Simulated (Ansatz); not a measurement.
**BaAlSi: one contact scaled**

The task here is to estimate one member of a computed series from the others.

Computed with Ansatz 0.2.0 (DFT, r2SCAN, PAW with Ansatz's default frozen-core files, scalar-relativistic, unless a step's input says otherwise).

## The system as given

The structure is hexagonal, space group P-6m2 (No. 187). Conventional cell: a = 4.308 Å, b = 4.308 Å, c = 5.226 Å, α = 90.00°, β = 90.00°, γ = 120.00°. Around Ba (site symmetry -6m2) lie 6 Al at 3.61 Å and 6 Si at 3.61 Å. Al (site symmetry -6m2) is surrounded by 3 Si at 2.49 Å. Around Si (site symmetry -6m2) lie 3 Al at 2.49 Å.

Coordinates:

```cif
data_structure
_symmetry_space_group_name_H-M 'P-6m2'
_symmetry_Int_Tables_number 187
_cell_length_a 4.3076
_cell_length_b 4.3076
_cell_length_c 5.2259
_cell_angle_alpha 90.000
_cell_angle_beta 90.000
_cell_angle_gamma 120.000
_cell_volume 83.98
loop_
_atom_site_label
_atom_site_type_symbol
_atom_site_symmetry_multiplicity
_atom_site_Wyckoff_symbol
_atom_site_fract_x
_atom_site_fract_y
_atom_site_fract_z
_atom_site_occupancy
Ba1 Ba 1 a 0.00000 0.00000 0.00000 1
Al1 Al 1 f 0.66667 0.33333 0.50000 1
Si1 Si 1 d 0.33333 0.66667 0.50000 1
```

The file gives the conventional cell by its symmetry; the runs use the cell typed in the input.

Atoms are numbered in the order of the input: Ba1, Al2, Si3.

The first run:

Contents of input.yaml:

```yaml
crystal:
  lattice:
    - [4.307614419, 0.0, 0.0]
    - [-2.1538072095, 3.7305035166, 0.0]
    - [0.0, 0.0, 5.22585497]
  atoms:
    - { symbol: Ba, position: [0.0, 0.0, 0.0] }
    - { symbol: Al, position: [0.6666666667, 0.3333333333, 0.5] }
    - { symbol: Si, position: [0.3333333333, 0.6666666667, 0.5] }
kpoints:
  mp_grid: { grid: [8, 8, 6] }
scf:
  occupations: { method: fermi_dirac, width: 0.05 }
hamiltonian:
  xc: r2scan
  pseudopotentials: { kind: paw }
output:
  forces: true
  stress: true
  eigenvalues: true
  efg: { contact_densities: true }
  populations: true
  write_density: true
  write_potential: true
  elf: true
  volumetric_format: npy
```

Command:

```
$ ansatz run input.yaml --threads 1 --pin off --max-ram 3072MiB --backend cpu --events-out ev --progress --plain --runs-dir out
```

Steps of the session up to this table: Shortest bond scaled by 1, PAW; Shortest bond scaled by 1.1, PAW; Shortest bond scaled by 0.88, PAW; Shortest bond scaled by 0.82, PAW; Shortest bond scaled by 0.7, PAW; Shortest bond scaled by 0.7, PAW (partial_waves polarizable).

One table of the session follows, with a row left open; its other results are not shown here.

```
                         method  length (Å)  F from the given length (eV/cell)  force along the bond (eV/Å)  pressure (GPa)  largest force (eV/Å)
                            PAW       1.741                              4.844                       18.801           17.43                18.845
                            PAW       2.039                              1.268                        6.847            5.00                 6.876
                            PAW       2.189                              0.494                        3.727            1.89                 3.746
                            PAW       2.487                                  ?                            ?               ?                     ?
                            PAW       2.736                              0.229                       -1.681            0.78                 1.705
PAW (partial_waves polarizable)       1.741                                  –                       18.802           17.43                18.845
```

Q: Estimate the row for PAW, 2.487 from the others.

**Answer.** F from the given length (eV/cell): 0.000; force along the bond (eV/Å): 0.000; pressure (GPa): -0.16; largest force (eV/Å): 0.000.

Caveats from the session: Warnings in the runs' records: gradients without spin orbit.
